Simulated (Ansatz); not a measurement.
## Li3Pb, space group Fm-3m: a convergence test of the k-point mesh

Computed with the Ansatz DFT code, driven from Python.

`li3pb_kconv.py`
```python
'''Convergence of Li3Pb with the k-point mesh.'''

import ansatz as az
from tabulate import tabulate


def main() -> None:
    li3pb = (
        az.Lattice.fcc(6.687)
        .space_group(225)
        .atom('Li', [0.5, 0.0, 0.0])
        .atom('Li', [0.25, 0.75, 0.75])
        .atom('Pb', [0.0, 0.0, 0.0])
        .primitive()
    )

    base = li3pb.calculation()
    base = base.functional('lda')
    base = base.pseudopotentials('paw')
    base = base.occupations('fermi_dirac', width=0.1)

    rows = []
    for value in [(2, 2, 2), (3, 3, 3), (4, 4, 4), (5, 5, 5), (6, 6, 6), (7, 7, 7)]:
        r = base.kpoints(mesh=value).run(threads=1).report
        rows.append((value, r['free_energy_ev'] / len(r['lattice']['sites']), r['n_iterations'], r['n_kpoints']))

    print(tabulate(rows, headers=['mesh', 'F/atom (eV)', 'iterations', 'k-points'], floatfmt='.4f', tablefmt='plain'))

    # the last row is the reference
    for row in rows[:-1]:
        shift = 1000 * (row[1] - rows[-1][1])
        print(f'{row[0]}: {shift:+.2f} meV/atom' + ('  (within 2 meV)' if abs(shift) < 2 else ''))


if __name__ == '__main__':
    main()
```

`python li3pb_kconv.py` gives:
```text
DeckWarning: basis.ecutwfc = 420 eV, auto-derived from the records' recommended cutoffs: set by Li (normal level)
mesh         F/atom (eV)    iterations    k-points
(2, 2, 2)     -3051.8944             6           3
(3, 3, 3)     -3052.1920             6           4
(4, 4, 4)     -3052.2263             6           8
(5, 5, 5)     -3052.2171             6          10
(6, 6, 6)     -3052.2086             6          16
(7, 7, 7)     -3052.2047             6          20
(2, 2, 2): +310.26 meV/atom
(3, 3, 3): +12.62 meV/atom
(4, 4, 4): -21.66 meV/atom
(5, 5, 5): -12.47 meV/atom
(6, 6, 6): -3.99 meV/atom
```
(Warnings from the package without file and line.)

Notes:
- Spin-orbit coupling, which matters for elements this heavy, is left out.
- The starting cell is as deposited in a crystallographic database; the results hold for this polymorph, which needn't be the stable one.
- Shifts are counted from the finest mesh, which is itself no proven limit.
- Finished in 2 s on 1 thread of AMD EPYC 9R45 96-Core Processor (Zen 5), with other jobs on the host, peak memory 0.4 GiB.

(Lines on the test bed's own set-up are left out of the output.)
